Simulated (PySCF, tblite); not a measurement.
**C7H7O2 radical: geometry, infrared bands and EPR parameters**

Wanted: the infrared bands and EPR parameters of C7H7O2 radical (`CC(=O)O[C]1C=CC=C1`), by calculation.

Computed with tblite 0.8.0 and PySCF 2.14.0, with density-fitted response routines of our own, on a single molecule in the gas phase. Atoms count from 0, in the outputs and in this text.

## 1. The starting structure

16 atoms, charge 0, multiplicity 2; geometry from: force field or distance geometry start.

Bonds of the start (Å): C0–C1 1.51, C1–O2 1.23, C1–O3 1.37, O3–C4 1.39, C4–C5 1.45, C5–C6 1.34, C6–C7 1.46, C7–C8 1.34, C8–C4 1.44, C0–H9 1.09, C0–H10 1.09, C0–H11 1.09, C5–H12 1.06, C6–H13 1.08, C7–H14 1.08, C8–H15 1.08.

## 2. Relaxing the molecule with GFN2-xTB

The job: settings as JSON, then the geometry in Å.

```
{"job": {"kind": "relax", "xc": "GFN2-xTB", "basis": "xTB"}, "charge": 0, "multiplicity": 2}
C      3.044300    -0.451000    -0.149900
C      1.759300     0.256000     0.222100
O      1.710000     1.116600     1.095400
O      0.741200    -0.225800    -0.549300
C     -0.527100     0.275300    -0.265900
C     -1.552000     0.139300    -1.283100
C     -2.711900     0.080100    -0.619900
C     -2.451300     0.124600     0.819700
C     -1.129800     0.203300     1.034600
H      3.847100    -0.089800     0.489500
H      3.278000    -0.231500    -1.193000
H      2.923500    -1.528000     0.006000
H     -1.392300     0.088000    -2.333500
H     -3.689200    -0.034300    -1.055200
H     -3.229300     0.060800     1.572000
H     -0.628000     0.225300     1.994400
```

Run with:

```bash
> OMP_NUM_THREADS=1 python probes_run.py task.json out
```

The driver reads the jobs from task.json and runs them one after another.

Output:

```text
step      E/eV     max force
  0    -723.96220    2.424
  1    -724.12797    2.194
  2    -724.21628    0.990
  3    -724.25415    0.586
  4    -724.28008    0.415
  5    -724.29544    0.337
  6    -724.30729    0.284
  7    -724.31606    0.254
  8    -724.32389    0.202
  9    -724.32898    0.144
 10    -724.33271    0.147
 11    -724.33632    0.143
 12    -724.34028    0.150
 13    -724.34346    0.145
 14    -724.34547    0.102
 15    -724.34696    0.122
 16    -724.34855    0.121
 17    -724.35037    0.140
 18    -724.35229    0.173
 19    -724.35413    0.156
 20    -724.35561    0.102
 21    -724.35663    0.097
 22    -724.35741    0.092
 23    -724.35820    0.077
 24    -724.35920    0.083
 25    -724.36040    0.093
 26    -724.36163    0.097
 27    -724.36279    0.105
 28    -724.36402    0.118
 29    -724.36567    0.127
 30    -724.36774    0.115
 31    -724.36982    0.113
 32    -724.37183    0.107
 33    -724.37401    0.134
 34    -724.37630    0.145
 35    -724.37856    0.134
 36    -724.38054    0.096
 37    -724.38191    0.236
 38    -724.38333    0.175
 39    -724.38467    0.122
 40    -724.38756    0.168
 41    -724.38881    0.115
 42    -724.39060    0.120
 43    -724.39171    0.082
 44    -724.39269    0.069
 45    -724.39343    0.059
 46    -724.39402    0.066
 47    -724.39468    0.060
 48    -724.39545    0.054
 49    -724.39618    0.057
 50    -724.39669    0.066
 51    -724.39711    0.062
 52    -724.39751    0.052
 53    -724.39798    0.053
 54    -724.39838    0.044
 55    -724.39871    0.056
 56    -724.39905    0.066
 57    -724.39949    0.062
 58    -724.39992    0.046
 59    -724.40023    0.038
 60    -724.40040    0.029
 61    -724.40050    0.046
 62    -724.40058    0.025
 63    -724.40065    0.037
 64    -724.40072    0.020
 65    -724.40082    0.027
 66    -724.40097    0.041
 67    -724.40115    0.055
 68    -724.40131    0.050
 69    -724.40141    0.033
 70    -724.40150    0.023
 71    -724.40160    0.028
 72    -724.40169    0.028
 73    -724.40177    0.018
 74    -724.40181    0.016
 75    -724.40185    0.025
 76    -724.40190    0.035
 77    -724.40195    0.037
 78    -724.40201    0.031
 79    -724.40207    0.024
 80    -724.40214    0.026
 81    -724.40223    0.025
 82    -724.40234    0.024
 83    -724.40244    0.024
 84    -724.40253    0.030
 85    -724.40260    0.026
 86    -724.40267    0.024
 87    -724.40273    0.028
 88    -724.40279    0.022
 89    -724.40281    0.022
 90    -724.40283    0.009
```

It took 0.59 s on 1 thread of Arm Neoverse V1, shared host.

Step by step: (not every step is listed)

| step | energy from step 0 (eV) | largest force (eV/Å) |
| --- | --- | --- |
| 0 | 0.0000 | 2.4240 |
| 1 | -0.1658 | 2.1944 |
| 2 | -0.2541 | 0.9904 |
| 3 | -0.2919 | 0.5856 |
| 4 | -0.3179 | 0.4153 |
| 5 | -0.3332 | 0.3374 |
| 6 | -0.3451 | 0.2841 |
| 7 | -0.3539 | 0.2544 |
| 8 | -0.3617 | 0.2023 |
| 15 | -0.3848 | 0.1223 |
| 22 | -0.3952 | 0.0916 |
| 29 | -0.4035 | 0.1267 |
| 36 | -0.4183 | 0.0958 |
| 43 | -0.4295 | 0.0817 |
| 50 | -0.4345 | 0.0658 |
| 57 | -0.4373 | 0.0616 |
| 64 | -0.4385 | 0.0196 |
| 71 | -0.4394 | 0.0282 |
| 78 | -0.4398 | 0.0315 |
| 85 | -0.4404 | 0.0261 |
| 86 | -0.4405 | 0.0242 |
| 87 | -0.4405 | 0.0281 |
| 88 | -0.4406 | 0.0223 |
| 89 | -0.4406 | 0.0219 |
| 90 | -0.4406 | 0.0095 |

Distances of close pairs at the start and the end, largest changes first:

| bond | before (Å) | after (Å) | change (Å) |
| --- | --- | --- | --- |
| O3–C4 | 1.393 | 1.346 | -0.047 |
| C1–O2 | 1.227 | 1.198 | -0.029 |
| C7–C8 | 1.341 | 1.367 | +0.025 |
| C5–C6 | 1.337 | 1.358 | +0.020 |
| C4–C8 | 1.435 | 1.419 | -0.016 |
| C4–C5 | 1.450 | 1.436 | -0.014 |
| C8–H15 | 1.083 | 1.071 | -0.012 |
| C6–C7 | 1.464 | 1.453 | -0.010 |

The end geometry stands in the next job.

## 3. Vibrational analysis with GFN2-xTB

The job: settings as JSON, then the geometry in Å.

```
{"job": {"kind": "ir", "xc": "GFN2-xTB", "basis": "xTB"}, "charge": 0, "multiplicity": 2}
C      3.091439    -0.302457    -0.255292
C      1.775609    -0.016661     0.412229
O      1.620691     0.259819     1.567951
O      0.771998    -0.130789    -0.497042
C     -0.532669     0.019861    -0.201807
C     -1.524305    -0.081411    -1.235884
C     -2.734106     0.104444    -0.648242
C     -2.522182     0.324632     0.772559
C     -1.181872     0.273009     1.034066
H      3.891136     0.186051     0.293217
H      3.074042     0.029095    -1.289320
H      3.262686    -1.378031    -0.239069
H     -1.303675    -0.267356    -2.268143
H     -3.694326     0.096472    -1.127964
H     -3.306213     0.496770     1.485837
H     -0.695852     0.395497     1.980735
```

Output:

```text
mode    cm-1     km/mol
  1      39.6      1.59
  2      43.3      3.84
  3      89.1      0.80
  4     160.0      3.64
  5     267.6      0.01
  6     339.7      1.40
  7     347.0      2.51
  8     485.2      0.01
  9     553.8      9.04
 10     564.3     14.30
 11     601.2      3.72
 12     677.8      7.30
 13     727.2     10.42
 14     766.7     49.73
 15     780.9      0.33
 16     812.1      0.02
 17     822.5      7.01
 18     888.9     14.53
 19     956.0      3.90
 20     998.9     58.28
 21    1004.4     32.06
 22    1028.7     39.40
 23    1064.2     45.06
 24    1080.1      5.56
 25    1098.5     25.91
 26    1143.1    486.97
 27    1200.3      5.60
 28    1288.8      8.92
 29    1366.6     87.34
 30    1394.6    125.71
 31    1438.3     13.51
 32    1443.0     10.09
 33    1482.2      0.07
 34    1532.2     12.29
 35    1777.0    409.98
 36    3017.3      2.05
 37    3053.9      2.12
 38    3067.6      6.50
 39    3144.0      9.45
 40    3152.3     31.82
 41    3171.4     18.89
 42    3186.2      1.91
```

It took 0.52 s on 1 thread of Arm Neoverse V1, shared host.

The strongest bands and the atoms that carry them (share of the mass-weighted mode):

| cm⁻¹ | km/mol | atoms |
| --- | --- | --- |
| 767 | 49.7 | H14 30 %, H13 25 %, H12 16 %, C4 11 % |
| 999 | 58.3 | H11 24 %, H9 19 %, C0 18 %, C1 15 % |
| 1029 | 39.4 | C6 26 %, C8 15 %, H12 13 %, O3 13 % |
| 1064 | 45.1 | H15 24 %, H13 18 %, C7 16 %, C4 11 % |
| 1143 | 487.0 | C1 58 %, H9 15 %, C0 11 % |
| 1367 | 87.3 | H11 27 %, H10 25 %, H9 24 %, C0 20 % |
| 1395 | 125.7 | C4 51 % |
| 1777 | 410.0 | C1 63 %, O2 36 % |

## 4. EPR parameters: B3LYP/pcH-1

The job, as its differences from that of step 3:

```diff
@@ -1,2 +1,2 @@
-{"job": {"kind": "ir", "xc": "GFN2-xTB", "basis": "xTB"}, "charge": 0, "multiplicity": 2}
+{"job": {"kind": "epr", "basis": "pcH-1"}, "charge": 0, "multiplicity": 2}
 C      3.091439    -0.302457    -0.255292
```

With the program's defaults for keys left out, this is: UKS B3LYP, pcH-1 on C H O, non-relativistic, mean-field spin-orbit, GIAO.

Output:

```text
UKS, coarse grid
  cycle   1  E = -421.17400021  |g| = 7.20e-01
  cycle   2  E = -420.64123208  |g| = 1.39e+00
  cycle   3  E = -421.34592020  |g| = 2.73e-01
  cycle   4  E = -421.37321951  |g| = 7.71e-02
  cycle   5  E = -421.37482968  |g| = 3.31e-02
  cycle   6  E = -421.37529504  |g| = 7.92e-03
  cycle   7  E = -421.37533159  |g| = 4.28e-03
  cycle   8  E = -421.37534387  |g| = 2.36e-03
  cycle   9  E = -421.37534969  |g| = 1.01e-03
  cycle  10  E = -421.37535057  |g| = 2.48e-04
UKS, final grid
  cycle   1  E = -421.37536987  |g| = 3.65e-04
  cycle   2  E = -421.37536974  |g| = 7.48e-04
  cycle   3  E = -421.37536996  |g| = 8.42e-05
  cycle   4  E = -421.37536997  |g| = 5.16e-05
  cycle   5  E = -421.37536998  |g| = 4.29e-05
  cycle   6  E = -421.37536998  |g| = 1.71e-05
E = -421.37536998 Eh   <S^2> = 0.7620 (exact 0.7500)
g shifts (ppm)      1          2          3
  rmc          -165       -165       -165
  gc             -2         42         28
  oz_so          -7        364       1461
  total        -174        240       1323
hyperfine (MHz)  atom isotope    a_iso     a_fc   dipolar eigenvalues
    0   13C      -1.95      -1.95     -0.37     -0.06      0.43
    1   13C       0.62       0.62     -2.14     -0.27      2.41
    2   17O      -1.99      -1.99     -9.63      4.53      5.11
    3   17O      -8.10      -8.10    -26.61     12.56     14.04
    4   13C      45.35      45.35    -44.65    -43.96     88.61
    5   13C     -19.90     -19.90     -0.36      0.12      0.24
    6   13C       8.40       8.40    -20.51    -19.13     39.64
    7   13C      21.86      21.86    -29.86    -28.18     58.04
    8   13C     -27.89     -27.89    -12.38      6.15      6.23
    9    1H       0.68       0.68     -0.79     -0.68      1.47
   10    1H       1.30       1.30     -1.21     -1.14      2.35
   11    1H       5.35       5.35     -1.04     -0.84      1.88
   12    1H      -1.40      -1.40     -3.40     -2.45      5.85
   13    1H     -17.98     -17.98    -11.16     -2.24     13.39
   14    1H     -25.42     -25.42    -15.22     -1.79     17.01
   15    1H       3.95       3.95     -3.85      0.20      3.65
```

It took 93 s on 1 thread of Arm Neoverse V1, shared host; peak memory 1.1 GiB.

Principal g values 2.00214, 2.00256, 2.00364; g(iso) = 2.00278, against 2.00232 for a free electron.

Mean a(iso) over the nuclei that a row names, and the largest dipolar term of the row (other rows stand at the frozen geometry):

| nuclei | isotope | a(iso) (MHz) | a(iso) (G, at g = 2.0023) | largest dipolar term (MHz) |
| --- | --- | --- | --- | --- |
| C4 | 13C | 45.4 | 16.2 | 88.6 |
| C5, C8 | 13C | -23.9 | -8.5 | -12.4 |
| H13, H14 | 1H | -21.7 | -7.7 | 17.0 |
| C6, C7 | 13C | 15.1 | 5.4 | 58.0 |
| O3 | 17O | -8.1 | -2.9 | -26.6 |
| H9, H10, H11 | 1H | 2.4 | 0.9 | 2.4 |
| O2 | 17O | -2.0 | -0.7 | -9.6 |
| C0 | 13C | -1.9 | -0.7 | 0.4 |
| H12, H15 | 1H | 1.3 | 0.5 | 5.9 |
| C1 | 13C | 0.6 | 0.2 | 2.4 |

Mulliken spin populations:

C0 0.00; C1 0.01; O2 0.03; O3 0.04; C4 0.51; C5 -0.04; C6 0.24; C7 0.37; C8 -0.13; H9 0.00; H10 0.00; H11 0.00; H12 0.00; H13 -0.01; H14 -0.02; H15 0.00

In first order the couplings over 0.8 MHz of 1H give 36 distinct lines over 19.0 G, if the averaged nuclei exchange fast.

Orbitals, density, ELF and potential are computed afterwards from the orbital file.

ELF in a plane through or near 13 of the atoms.

Ten even steps from ' ' (0.00) to '@' (1.00):
```
                                                        
                                                        
                                                        
                            ..++::                      
                ::======    ++@@%%..    ::==..          
              ..**%%%%%%++  %%@@@@--  ==@@@@@@--        
                **%%::%%##  %%@@@@==::##@@@@@@**        
      ..##%%==  ..##**##--  --**++**##++@@@@@@==        
      ==@@@@%%------::++    ==##::##++++####--          
      --%%@@%%::%%++::##++++--==++::++%%##::            
      ..==**--@@--##==##--%%::##==..====**++--..        
          ::**####..::%%****==%%**--%%====@@@@@@--      
          ::%%@@%%  ::%%%%--..**..++%%++%%@@@@@@++      
          ..##@@%%    ----    ##@@%%==..++@@@@%%::      
            --**==          --@@@@@@**    ==**--        
                            **@@@@@@**                  
                            ::%%@@%%--                  
                                                        
                                                        
                                                        
```
The map spans 12.9 Å across and 9.8 Å up, centred on the molecule. Atoms in the plane (x, y in Å): C0 (-3.1, -0.2), C1 (-1.8, 0.4), O2 (-1.6, 1.6), O3 (-0.8, -0.5), C4 (0.5, -0.2), C5 (1.5, -1.2), C6 (2.7, -0.7), C7 (2.5, 0.8), C8 (1.2, 1.1), H12 (1.3, -2.3), H13 (3.7, -1.1), H14 (3.3, 1.5), H15 (0.7, 2.0).

On the surface of density 0.002 e/bohr³ the electrostatic potential runs, from the 1st to the 99th percentile, from -1.38 V near O2 to 1.13 V near H11.

The spin density lies nearest to C4 33 %; C7 23 %; C6 16 %; O3 6 %.

## 5. Results

| quantity | value |
| --- | --- |
| strongest single infrared mode (GFN2-xTB) | 1143 cm⁻¹, 487 km/mol |
| zero-point energy (GFN2-xTB) | 74.4 kcal/mol |
| g(iso) (B3LYP) | 2.00278 |
| ⟨S²⟩ | 0.762 (exact 0.75) |
| largest a(iso) (averaged by class) | 13C on C4, 45.4 MHz |
| surface potential, 1st and 99th percentile | -1.38 V and 1.13 V |

Over 90 steps the energy fell by 0.441 eV; of the close pairs, O3–C4 changed most, 1.393 to 1.346 Å. No mode is imaginary among the 42: a minimum at this level. The strongest single mode, at 1143 cm⁻¹, moves mainly C1. Unscaled tight-binding wavenumbers are off by several per cent, some by more. Its intensities can rank the bands wrongly. The largest spin populations lie on C4 (0.51 e), C7 (0.37 e). The isotropic g lies 0.5 ppt above the free-electron value.
